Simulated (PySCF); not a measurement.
**BSiH4ClO2 (SMILES OB(Cl)O[SiH3]) at 6 levels**

Aim: a comparison of 6 runs (HF/STO-3G, r2SCAN/STO-3G, PBE0/def2-SVP, PBE/6-311G**, r2SCAN/6-311G**, BLYP/cc-pVTZ) of BSiH4ClO2. Input form: a Python script.

The calculation is run with PySCF 2.14.0.

**1. The structure to begin with**

BSiH4ClO2: 9 atoms, total charge 0, spin state singlet. As SMILES, `OB(Cl)O[SiH3]`. Geometry: relaxed at PBE0-D4/def2-TZVP. This is one conformer, not always the lowest.

Bond lengths: O1–B2 1.356 Å, B2–Cl3 1.775 Å, B2–O4 1.343 Å, O4–Si5 1.659 Å, O1–H6 0.960 Å, Si5–H7 1.480 Å, Si5–H8 1.483 Å, Si5–H9 1.483 Å. Some angles: O1–B2–Cl3 120.2°, O1–B2–O4 120.7°, Cl3–B2–O4 119.1°, B2–O4–Si5 131.7°, B2–O1–H6 113.7°, O4–Si5–H7 106.2°, O4–Si5–H8 110.0°, O4–Si5–H9 110.0°, H7–Si5–H8 110.2°, H7–Si5–H9 110.2°.

**2. Energy and forces at HF/STO-3G (run 1)**

input.py

```python
import pyscf.grad
from pyscf import gto, scf

system = gto.M(
    atom='''
O     -2.813424     0.928044     1.366461
B     -0.434637     1.876876     1.296352
Cl     0.284782     4.744346     2.881643
O      1.406901     0.670286     0.033826
Si     1.400287    -1.992527    -1.621385
H     -3.975795     1.941883     2.320773
H      4.017936    -2.348930    -2.539981
H     -0.365284    -1.769540    -3.786444
H      0.646664    -4.137933     0.016630
''',
    basis='sto-3g',
    max_memory=1860,
    unit='bohr',
    spin=0,
    verbose=4,
)

mf = scf.RHF(system)
mf.conv_tol = 1e-10
mf.kernel()
if not mf.converged:
    mf = mf.newton().run(mf.mo_coeff, mf.mo_occ)

energy = mf.e_tot
print('E = %.10f Eh' % energy)
grad = mf.Gradients().kernel()
mf.analyze()
```

Started as:

```console
$ OMP_NUM_THREADS=1 python input.py
```

Log:

```text
PySCF version 2.14.0

[... 77 lines left out ...]
One-electron Energy =                -1799.010733683466469
[... 5 lines left out ...]
MO #1   energy= -103.652750561243  occ= 2
[... 3 lines left out ...]
MO #5   energy= -10.3401317040045  occ= 2
[... 3 lines left out ...]
MO #9   energy= -7.50703068760019  occ= 2
[... 3 lines left out ...]
MO #13  energy= -4.04315541520842  occ= 2
[... 3 lines left out ...]
MO #17  energy= -0.729896034268179 occ= 2
[... 3 lines left out ...]
MO #21  energy= -0.527930981151162 occ= 2
[... 3 lines left out ...]
MO #25  energy= -0.386778811540549 occ= 2
[... 3 lines left out ...]
MO #29  energy= 0.332665567540748  occ= 0
[... 3 lines left out ...]
MO #33  energy= 0.546843822971374  occ= 0
[... 3 lines left out ...]
MO #37  energy= 0.893466048399108  occ= 0
[... 10 lines left out ...]
pop of  1 B 2py           0.65531
pop of  1 B 2pz           0.58649
pop of  2 Cl 1s           2.00000
pop of  2 Cl 2s           1.99987
pop of  2 Cl 3s           1.88767
pop of  2 Cl 2px          1.99995
pop of  2 Cl 2py          1.99972
pop of  2 Cl 2pz          1.99989
pop of  2 Cl 3px          1.94371
pop of  2 Cl 3py          1.56654
pop of  2 Cl 3pz          1.81812
pop of  3 O 1s            1.99988
pop of  3 O 2s            1.59626
pop of  3 O 2px           1.66312
pop of  3 O 2py           1.47508
pop of  3 O 2pz           1.57710
pop of  4 Si 1s           2.00000
pop of  4 Si 2s           1.99985
pop of  4 Si 3s           1.07355
pop of  4 Si 2px          1.99897
pop of  4 Si 2py          1.99917
pop of  4 Si 2pz          1.99906
pop of  4 Si 3px          0.80377
pop of  4 Si 3py          0.63624
pop of  4 Si 3pz          0.73966
pop of  5 H 1s            0.82699
pop of  6 H 1s            1.13712
pop of  7 H 1s            1.13959
pop of  8 H 1s            1.13954
 ** Mulliken atomic charges  **
charge of    0O =     -0.22042
charge of    1B =      0.24083
charge of    2Cl =     -0.21546
charge of    3O =     -0.31144
charge of    4Si =      0.74973
charge of    5H =      0.17301
charge of    6H =     -0.13712
charge of    7H =     -0.13959
charge of    8H =     -0.13954
Dipole moment(X, Y, Z, Debye): -1.17811, -2.30126, -1.10448
```

Wall time 8.7 s (1 thread of Intel Xeon at 2.50GHz (Skylake/Cascade Lake), shared host); peak memory 0.12 GiB.

**3. Energy and forces at r2SCAN/STO-3G (run 2)**

run.py

```python
# OB(Cl)O[SiH3]
from pyscf import gto, dft

molecule = gto.M(
    atom='''
O   -1.488800   0.491100   0.723100
B   -0.230000   0.993200   0.686000
Cl   0.150700   2.510600   1.524900
O    0.744500   0.354700   0.017900
Si   0.741000  -1.054400  -0.858000
H   -2.103900   1.027600   1.228100
H    2.126200  -1.243000  -1.344100
H   -0.193300  -0.936400  -2.003700
H    0.342200  -2.189700   0.008800
''',
    max_memory=1860,
    verbose=3,
    basis='sto-3g',
)

ks = dft.RKS(molecule, xc='r2scan')
ks.conv_tol = 1e-10
ks.grids.level = 5
ks.kernel()
if not ks.converged:
    ks = ks.newton().run(ks.mo_coeff, ks.mo_occ)

energy = ks.e_tot
print('E(%s) = %.9f' % ('R2SCAN', energy))
grad = ks.nuc_grad_method().kernel()
ks.analyze()
```

Started as:

```console
$ OMP_NUM_THREADS=1 python run.py
```

Log:

```text
converged SCF energy = -916.706917010808
E(R2SCAN) = -916.706917011
--------------- RKS gradients ---------------
         x                y                z
0 O    -0.0220619106     0.0447286556     0.0339990270
1 B    -0.0070187528     0.0249093036     0.0174535173
2 Cl    -0.0068876327    -0.0239272685    -0.0129972730
3 O    -0.0040188130    -0.0289613324    -0.0169054308
4 Si     0.0049176018     0.0313539715     0.0181571623
5 H     0.0338526842    -0.0358762601    -0.0317483355
6 H     0.0146892044    -0.0023288641    -0.0053532180
7 H    -0.0097545406     0.0019007029    -0.0111960576
8 H    -0.0042866490    -0.0108402168     0.0093356905
----------------------------------------------
**** MO energy ****
MO #1   energy= -100.047592246103  occ= 2
MO #2   energy= -65.1116102803303  occ= 2
MO #3   energy= -18.7361824765721  occ= 2
MO #4   energy= -18.6950890869373  occ= 2
MO #5   energy= -9.11061564455983  occ= 2
MO #6   energy= -6.87396109220748  occ= 2
MO #7   energy= -6.86110265680629  occ= 2
MO #8   energy= -6.8599065403401   occ= 2
MO #9   energy= -6.50013981735047  occ= 2
MO #10  energy= -5.06726803781521  occ= 2
MO #11  energy= -3.35675747282677  occ= 2
MO #12  energy= -3.35344192641733  occ= 2
MO #13  energy= -3.35339955327359  occ= 2
MO #14  energy= -0.959010812571273 occ= 2
MO #15  energy= -0.911397899944401 occ= 2
MO #16  energy= -0.703216825950377 occ= 2
MO #17  energy= -0.503363312373204 occ= 2
MO #18  energy= -0.465905085849369 occ= 2
MO #19  energy= -0.379378661519082 occ= 2
MO #20  energy= -0.337898576992684 occ= 2
MO #21  energy= -0.317535336426368 occ= 2
MO #22  energy= -0.29432649432945  occ= 2
MO #23  energy= -0.270220262933519 occ= 2
MO #24  energy= -0.233901539032236 occ= 2
MO #25  energy= -0.193511608688758 occ= 2
MO #26  energy= -0.188319124347235 occ= 2
MO #27  energy= -0.180066519444938 occ= 2
MO #28  energy= -0.167243807350352 occ= 2
MO #29  energy= 0.136086411355885  occ= 0
MO #30  energy= 0.204034018526028  occ= 0
MO #31  energy= 0.26406958073717   occ= 0
MO #32  energy= 0.287905151965826  occ= 0
MO #33  energy= 0.308802475742012  occ= 0
MO #34  energy= 0.31854826361857   occ= 0
MO #35  energy= 0.320972378123252  occ= 0
MO #36  energy= 0.553296216788695  occ= 0
MO #37  energy= 0.597694227589737  occ= 0
 ** Mulliken atomic charges  **
charge of    0O =     -0.15723
charge of    1B =      0.08011
charge of    2Cl =     -0.18330
charge of    3O =     -0.21668
charge of    4Si =      0.63836
charge of    5H =      0.18750
charge of    6H =     -0.11545
charge of    7H =     -0.11666
charge of    8H =     -0.11665
Dipole moment(X, Y, Z, Debye): -1.29753, -2.23157, -1.02828
```

It took 57 s on 1 thread of Intel Xeon at 2.50GHz (Skylake/Cascade Lake), shared host; peak memory 0.42 GiB.

Runs 3 to 5 aren't shown in full; the table further down has their settings and results.

**4. Energy and gradient at BLYP/cc-pVTZ (run 6)**

calc.py

```python
# OB(Cl)O[SiH3]
import pyscf.grad
from pyscf import gto, dft

molecule = gto.M(
    atom='''
O     -1.488800     0.491100     0.723100
B     -0.230000     0.993200     0.686000
Cl     0.150700     2.510600     1.524900
O      0.744500     0.354700     0.017900
Si     0.741000    -1.054400    -0.858000
H     -2.103900     1.027600     1.228100
H      2.126200    -1.243000    -1.344100
H     -0.193300    -0.936400    -2.003700
H      0.342200    -2.189700     0.008800
''',
    verbose=4,
    basis='cc-pvtz',
    max_memory=1860,
    spin=0,
)

ks = dft.RKS(molecule)
ks.xc = 'blyp'
ks.grids.level = 5
ks.conv_tol = 1e-10
ks.kernel()
if not ks.converged:
    ks = ks.newton().run(ks.mo_coeff, ks.mo_occ)

e_tot = ks.e_tot
print('E = %.10f Eh' % e_tot)
grad = ks.Gradients().kernel()
dip = ks.dip_moment()
pop, q = ks.mulliken_pop()
```

Started as:

```console
$ OMP_NUM_THREADS=1 python calc.py
```

Log:

```text
PySCF version 2.14.0

[... 83 lines left out ...]
converged SCF energy = -927.635546583758
[... 13 lines left out ...]
Dipole moment(X, Y, Z, Debye): -1.18253, -0.67836, -0.09299
[... 185 lines left out ...]
pop of  6 H 3dxz          0.00030
pop of  6 H 3dx2-y2       0.00025
pop of  7 H 1s            0.26089
pop of  7 H 2s            0.50865
pop of  7 H 3s            0.26016
pop of  7 H 2px           0.00114
pop of  7 H 2py           0.00011
pop of  7 H 2pz           0.00165
pop of  7 H 3px           0.00435
pop of  7 H 3py           0.00259
pop of  7 H 3pz           0.00512
pop of  7 H 3dxy          0.00005
pop of  7 H 3dyz          0.00014
pop of  7 H 3dz^2         0.00023
pop of  7 H 3dxz          0.00034
pop of  7 H 3dx2-y2       0.00013
pop of  8 H 1s            0.26090
pop of  8 H 2s            0.50858
pop of  8 H 3s            0.26003
pop of  8 H 2px           0.00031
pop of  8 H 2py           0.00163
pop of  8 H 2pz           0.00096
pop of  8 H 3px           0.00372
pop of  8 H 3py           0.00503
pop of  8 H 3pz           0.00330
pop of  8 H 3dxy          0.00015
pop of  8 H 3dyz          0.00027
pop of  8 H 3dz^2         0.00011
pop of  8 H 3dxz          0.00013
pop of  8 H 3dx2-y2       0.00022
 ** Mulliken atomic charges  **
charge of    0O =     -0.23400
charge of    1B =      0.20292
charge of    2Cl =     -0.16628
charge of    3O =     -0.20691
charge of    4Si =      0.32147
charge of    5H =      0.20785
charge of    6H =     -0.03415
charge of    7H =     -0.04555
charge of    8H =     -0.04535
```

It took 12 min on 1 thread of Intel Xeon at 2.50GHz (Skylake/Cascade Lake), shared host; peak memory 1.8 GiB.

**5. Overview of the runs**

| run | level | integration grid | energy (Eh) | dipole moment (D) | HOMO energy (eV) | LUMO energy (eV) | wall time |
| --- | --- | --- | --- | --- | --- | --- | --- |
| 1 | HF/STO-3G | – | -914.760788 | 2.81 | -9.94 | 9.05 | 8.7 s |
| 2 | r2SCAN/STO-3G | 5 | -916.706917 | 2.78 | -4.55 | 3.70 | 57 s |
| 3 | PBE0/def2-SVP | 5 | -926.741127 | 1.52 | -8.88 | 0.63 | 87 s |
| 4 | PBE/6-311G** | 5 | -927.098543 | 1.74 | -7.60 | -0.77 | 2.2 min |
| 5 | r2SCAN/6-311G** | 5 | -927.497542 | 1.75 | -7.98 | -0.28 | 3.3 min |
| 6 | BLYP/cc-pVTZ | 5 | -927.635547 | 1.37 | -7.42 | -0.57 | 12 min |

**6. Results**

| quantity | value |
| --- | --- |
| run 6: total energy | -927.63555 Eh |
| run 6: dipole moment | 1.37 D |
| run 6: HOMO energy | -7.42 eV |
| run 6: LUMO energy | -0.57 eV |
| run 6: HOMO–LUMO gap | 6.85 eV |
| run 6: largest force on an atom | 0.734 eV/Å |

What this shows: The dipole moment (its size) runs from 1.37 D (BLYP/cc-pVTZ) to 2.81 D (HF/STO-3G). The two ends differ in method and basis. The HOMO–LUMO gap runs from 6.84 eV (PBE/6-311G**) to 18.99 eV (HF/STO-3G). Totals of different functionals can't be ranked against each other. In runs 1, 2 the basis is minimal, so the values are rough. All runs together took 21 min, the longest 12 min.
